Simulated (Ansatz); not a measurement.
# BrH₃InNS: up Jacob's ladder to CCSD(T)

How much do the methods differ for BrH₃InNS? The plan is to run it at one geometry with functionals of several rungs and with coupled cluster, and see how far each lands from CCSD(T) at the basis-set limit for the atomisation energy.

Program: Ansatz 0.2.0, Gaussian basis. Level of theory: functionals in def2-TZVPP, the program's frozen cores in correlated methods. These are calculated values, not measurements.

Plan: LDA (SPW92), PBE-D4, revPBE-D4, BLYP-D4, r2SCAN-D4, B97M-V, PBE0-D4, B3LYP-D4, r2SCANh-D4, r2SCAN0-D4, HSE06-D4, BHLYP-D4, CAM-B3LYP-D4, LC-ωPBE, ωB97X-V, ωB97M-V, B2PLYP, PBE-QIDH; CCSD(T)/def2-SVP; CCSD(T)/def2-TZVPP; MP2/def2-QZVPP; extrapolation to the limit; RPA on PBE.

## 1. The relaxed structure

An earlier PBE0-D4 in a triple-zeta def2 set relaxation fixed the geometry. In takes the def2 core potential; no spin-orbit term is included.

SMILES `[NH2][In]([SH])[Br]`, 7 atoms, charge 0, spin multiplicity 1.

Atoms are counted from 1 here; the program's logs count them from 0.

Bond lengths: N1–In2 2.006 Å, N1–H5 1.010 Å, N1–H6 1.010 Å, In2–S3 2.366 Å, In2–Br4 2.468 Å, S3–H7 1.344 Å. Angles: In2–N1–H5 116.9°, In2–N1–H6 115.5°, H5–N1–H6 109.5°, N1–In2–S3 125.4°, N1–In2–Br4 116.9°, S3–In2–Br4 117.5°, In2–S3–H7 92.2°.

## 2. LDA

This LDA is Slater exchange with PW92 correlation.

The input, in.yaml:

```yaml
crystal:
  periodic: [false, false, false]
  atoms:
    - {symbol: N, position_ang: [-1.001274, 1.412668, 0.109903]}
    - {symbol: In, position_ang: [0.124469, -0.223671, -0.169787]}
    - {symbol: S, position_ang: [1.947002, -0.880521, 1.189280]}
    - {symbol: Br, position_ang: [-0.295891, -1.531484, -2.219937]}
    - {symbol: H, position_ang: [-1.116962, 1.731456, 1.061310]}
    - {symbol: H, position_ang: [-1.897844, 1.408001, -0.355818]}
    - {symbol: H, position_ang: [2.240490, -1.916440, 0.385060]}
basis:
  gaussian: {orbitals: def2-TZVPP}
hamiltonian: {xc: lda}
output: {orbitals: {seedname: orbitals}}
```

On the command line:

```bash
$ ansatz run in.yaml --threads 4 --pin off --events-out ev --progress --plain --max-ram 10444MiB
```

After this run come: PBE-D4 (GGA); revPBE-D4 (GGA); BLYP-D4 (GGA); r2SCAN-D4 (meta-GGA); B97M-V (meta-GGA); PBE0-D4 (hybrid); B3LYP-D4 (hybrid); r2SCANh-D4 (hybrid); r2SCAN0-D4 (hybrid); HSE06-D4 (hybrid); BHLYP-D4 (hybrid); CAM-B3LYP-D4 (range-separated); LC-ωPBE (range-separated); ωB97X-V (range-separated); ωB97M-V (range-separated); B2PLYP (double hybrid); PBE-QIDH (double hybrid); CCSD(T) in def2-SVP; CCSD(T) in def2-TZVPP; MP2 in def2-QZVPP; RPA on PBE orbitals.

Before running them: what should the planned runs give, taken together? Wanted: atomisation energy, CCSD(T)/CBS; farthest beyond LDA; mean size of error, GGA; mean size of error, meta-GGA; mean size of error, hybrid; mean size of error, range-separated; mean size of error, double hybrid; gap, smallest and largest; T1 diagnostic.

The runs gave:

| quantity | value |
| --- | --- |
| atomisation energy, CCSD(T)/CBS | 1980.8 kJ/mol |
| functionals within 19.8 kJ/mol (1.0 %) | PBE-D4, B97M-V, ωB97X-V, ωB97M-V |
| farthest beyond LDA | BHLYP-D4 (-106.6 kJ/mol) |
| mean size of error, GGA | 39.3 kJ/mol |
| mean size of error, meta-GGA | 19.8 kJ/mol |
| mean size of error, hybrid | 53.7 kJ/mol |
| mean size of error, range-separated | 25.5 kJ/mol |
| mean size of error, double hybrid | 55.9 kJ/mol |
| gap, smallest and largest | 3.61 eV (LDA (SPW92)), 10.81 eV (LC-ωPBE) |
| T1 diagnostic | 0.0123 |
| triples share of the correlation energy | 3.7 % |

**Reading.** LDA overbinds by 291.7 kJ/mol (15 %). PBE-D4 misses by +7.9 kJ/mol. Double hybrids carry the basis error of their MP2 part in triple zeta, and no dispersion term here, so their miss is partly the set-up's. Taken by rung, meta-GGA functionals do best (19.8 kJ/mol on average) and double hybrid ones worst beyond LDA (55.9 kJ/mol). The gap between the best rungs is small, so their order is not settled. Misses under about 19.8 kJ/mol are within the doubt on the reference itself, which lacks core-valence correlation, spin-orbit coupling and higher excitations, and its outer-core shells are covered unevenly. All levels share the lack of spin-orbit coupling, which lowers the free heavy atoms and so the true binding. Hartree-Fock recovers 65 % of the binding; the rest is correlation. CCSD(T) in def2-SVP is off by -208.8 kJ/mol, worse than the median functional, from the basis alone. The gap grows from 3.6 to 10.8 eV across the functionals, mostly with the share of exact exchange. Correlated methods include outer-core shells of Br, In, which these sets cover unevenly.
